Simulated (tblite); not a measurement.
# AlNH3Br (SMILES [NH2][AlH][Br]) at GFN2-xTB

Wanted: the polarisability of AlNH3Br. Input form: a Python script.

The calculation is run with tblite 0.8.0.

15 further runs of the same task are left out: 15 set aside as unsound or not needed.

## (1) Starting point

The species is AlNH3Br (6 atoms), meant as a singlet with charge 0. As SMILES, `[NH2][AlH][Br]`. The coordinates come from a PBE0-D4/def2-TZVP relaxation.

Bond lengths: N1–Al2 1.756 Å, Al2–Br3 2.258 Å, N1–H4 1.007 Å, N1–H5 1.007 Å, Al2–H6 1.571 Å. Angles: N1–Al2–Br3 117.4°, N1–Al2–H6 121.8°, Br3–Al2–H6 120.8°, Al2–N1–H4 124.3°, Al2–N1–H5 125.0°, H4–N1–H5 110.7°.

## (2) The polarisability at GFN2-xTB

Input file geom.xyz:

```xyz
6

N     -0.538600     0.312000    -0.787000
Al     0.365200    -0.088000     0.664600
Br     1.477000    -2.053200     0.688500
H     -1.070300     1.158600    -0.909700
H     -0.597900    -0.268200    -1.607800
H      0.406800     0.874700     1.905200
```

Input file calc.py:

```python
# GFN2-xTB finite-field polarizability
import json
import numpy as np
from tblite.interface import Calculator
from tblite.library import ffi
from tblite.interface import symbols_to_numbers

symbols = list(map(str, np.loadtxt("geom.xyz", skiprows=2, usecols=0, dtype=str, ndmin=1)))
numbers = np.array(symbols_to_numbers(symbols))
positions = np.loadtxt("geom.xyz", skiprows=2, usecols=(1, 2, 3), ndmin=2) / 0.5291772

def dipole(field):
    calculator = Calculator("GFN2-xTB", numbers, positions, charge=0, uhf=0)
    calculator.set("verbosity", 0)
    calculator.set("accuracy", 0.01)
    calculator.add("electric-field", ffi.new("double[3]", list(field)))
    return calculator.singlepoint()

F = 0.001  # field step, atomic units
sp = dipole([0.0, 0.0, 0.0])
alpha = np.array([(dipole(F * v).get('dipole') - dipole(-F * v).get('dipole')) / (2 * F) for v in np.eye(3)])
print(f"E = {sp.get('energy'):.8f} Eh")
print("polarizability tensor (bohr^3)")
for row in alpha:
    print("".join(f"{v:12.4f}" for v in row))
w = np.linalg.eigvalsh((alpha + alpha.T) / 2)
print("principal values", np.round(w, 3), " isotropic %.3f" % w.mean())
out = {k: np.asarray(sp.get(k)).tolist() for k in ("energy", "gradient", "charges", "dipole", "orbital-energies", "orbital-occupations")}
out.update(symbols=symbols, positions=(positions * 0.529177210903).tolist(), alpha=alpha.tolist())
json.dump(out, open("results.json", "w"))
```

The run is started by

```sh
$ python calc.py
```

**Question.** What will come out? Wanted: total energy; dipole moment; HOMO energy; LUMO energy; HOMO–LUMO gap; largest force on an atom; mean static polarisability.

Answer, from the run:

Level: GFN2-xTB.

| quantity | value |
| --- | --- |
| total energy | -9.69543 Eh |
| dipole moment | 4.79 D |
| HOMO energy | -11.18 eV |
| LUMO energy | -6.51 eV |
| HOMO–LUMO gap | 4.67 eV |
| largest force on an atom | 0.687 eV/Å |
| mean static polarisability | 79.3 bohr³ |

In words: The largest force is 0.69 eV/Å: the shape isn't a stationary point for this species at this level.
